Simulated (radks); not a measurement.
# Taking charge from the 2p level of C⁺ in fractions

One table from this session's results is given with a row withheld; the runs are named, their logs left out.

Program: radks (a radial shooting solver on a logarithmic mesh, Libxc functionals) version 1. Level of theory: non-relativistic Kohn-Sham, r2SCAN, spin-polarised, spherical densities, point nucleus. These are calculated values, not measurements, unless marked.

## The atom as given

| Property | Result |
| --- | --- |
| element | carbon (Z = 6) |
| charge | +1 |
| electrons | 5 |
| configuration | [He] 2s2 2p(up 1, down 0) |

A shell typed twice in an input gives spin up, then spin down.

Set-up of the first run:

The run's settings:

```text
Z 6
configuration [He] 2s2 2p1 2p0
relativity non-relativistic
functional r2scan,r2scan
spin polarised
nucleus point
```

Steps of the session up to this table: Start: [He] 2s2 2p(up 1, down 0).

One table of the session follows, with a row left open; its other results are not shown here.

It belongs to the step «Start: [He] 2s2 2p(up 1, down 0)». Sizes of the orbitals, from the radial functions (bohr):

```
  level     <r>  outermost maximum (interpolated)  90 % within
  1s up       ?                                 ?            ?
1s down  0.2693                             0.174        0.482
  2s up   1.453                              1.17         2.28
2s down   1.486                              1.19         2.34
  2p up   1.488                              1.11         2.47
2p down   1.542                              1.16         2.56
```

**Question.** Estimate the row for 1s up.

The run gave: <r>: 0.2701; outermost maximum (interpolated): 0.174; 90 % within: 0.484. In the column «<r>» it lies between 1s down (0.2693) and 2s up (1.453).
